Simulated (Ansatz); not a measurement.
# CdAu: a line through an energy map

The task here is to estimate one member of a computed series from the others.

Computed with Ansatz 0.2.0 (DFT PBEsol, scalar-relativistic, plane waves, PAW, unless a step's input says otherwise).

16 further runs of the same task are left out: 16 set aside as unsound or not needed.

### The system as given

It takes space group P-6m2 (No. 187, hexagonal). The conventional cell has a = 3.029 Å, b = 3.029 Å, c = 4.602 Å, α = 90.00°, β = 90.00°, γ = 120.00°. Cd (site symmetry -6m2) is surrounded by 6 Au at 2.89 Å and 6 Cd at 3.03 Å. Around Au (site symmetry -6m2) lie 6 Cd at 2.89 Å and 6 Au at 3.03 Å.

Structure file:

```cif
data_structure
_symmetry_space_group_name_H-M 'P-6m2'
_symmetry_Int_Tables_number 187
_cell_length_a 3.0288
_cell_length_b 3.0288
_cell_length_c 4.6015
_cell_angle_alpha 90.000
_cell_angle_beta 90.000
_cell_angle_gamma 120.000
_cell_volume 36.56
loop_
_atom_site_label
_atom_site_type_symbol
_atom_site_symmetry_multiplicity
_atom_site_Wyckoff_symbol
_atom_site_fract_x
_atom_site_fract_y
_atom_site_fract_z
_atom_site_occupancy
Cd1 Cd 1 a 0.00000 0.00000 0.00000 1
Au1 Au 1 d 0.33333 0.66667 0.50000 1
```

It goes back to an entry of the Materials Project, which need not be the stable form.

This cell was relaxed beforehand with the same method: volume 18.28 Å³/atom, gap on the mesh none (metal).

### The scan

The energy is mapped over volume and the cell's shape.

- volume per atom: 7 values from 15.35 to 21.20 Å³
- c/a of the conventional cell: 7 values from 1.266 to 1.823

Nothing else is relaxed (symmetry fixes all fractional coordinates). Energies count from the relaxed crystal. Points are written as (first, second).

Set-up of the first run:

The input, input.yaml:

```yaml
crystal:
  lattice:
    - [3.0364903274, 0.0, 0.0]
    - [-1.5182451637, 2.6296777619, 0.0]
    - [0.0, 0.0, 3.8457149997]
  atoms:
    - { symbol: Cd, position: [0.0, 0.0, 0.0] }
    - { symbol: Au, position: [0.3333333333, 0.6666666667, 0.5] }
basis:
  ecutwfc: 420
kpoints:
  mp_grid: { grid: [18, 18, 12] }
hamiltonian:
  xc: pbesol
scf:
  occupations: { method: gaussian, width: 0.15 }
output:
  forces: true
  stress: true
  eigenvalues: true
  write_density: true
  write_potential: true
  elf: true
  volumetric_format: npy
```

The run is started by

```bash
$ ansatz run input.yaml --threads 1 --pin off --max-ram 2048MiB --backend cpu --events-out ev --progress --plain --runs-dir out
```

Among the steps run: The run at (15.35 Å³, 1.266); The run at (16.33 Å³, 1.266); The run at (17.30 Å³, 1.266); Grid point (18.28 Å³, 1.266); The run at (20.23 Å³, 1.266); The run at (21.20 Å³, 1.266).

One of the session's tables, all rows but one given; the rest of the session is left out.

| volume per atom (Å³) | energy (meV/atom) | slope (meV/atom per Å³) | pressure (GPa) |
| --- | --- | --- | --- |
| 15.35 | 443 | −271 | 43.4 |
| 16.33 | ? | ? | ? |
| 17.30 | 112 | −90 | 14.3 |
| 18.28 | 52 | −36 | 5.7 |
| 19.25 | 37 | 3 | −0.4 |
| 20.23 | 54 | 30 | −4.8 |
| 21.20 | 92 | 49 | −7.8 |

Estimate the missing values for volume per atom (Å³) = 16.33.

Worked estimate for «energy (meV/atom)». A straight line through the neighbours (15.35, 443) and (17.30, 112) gives 443 + (112 − 443) × (16.33 − 15.35) / (17.30 − 15.35) = 277; a parabola fitted to 3 rows on both sides gives 241.

**Answer.** energy (meV/atom): 234; slope (meV/atom per Å³): −165; pressure (GPa): 26.4. In «energy (meV/atom)» the line misses by +43 and the parabola by +7.

Energies count from the relaxed crystal. Rows without a step come from runs not printed here or follow by symmetry. Slopes come from the forces (and the stress, where the cell changes), not from differences of energies.

The lowest point of the line is at 19.25 Å³, 37 meV/atom from the zero. Energies and slopes round the minimum, fitted together, put the minimum at 19.181 Å³, with a curvature of about 34 meV/atom per (Å³)². V·d²E/dV² there is about 100 GPa, a bulk modulus under this line's constraint. The well is lopsided: two grid steps out, the energy rises by 75 meV/atom towards smaller values and 55 meV/atom towards larger ones. The highest point computed, at 15.35 Å³, lies 406 meV/atom above the lowest. This is one cut through a surface in two coordinates; the map's lowest point lies off it. The runs treat Au without spin-orbit coupling.
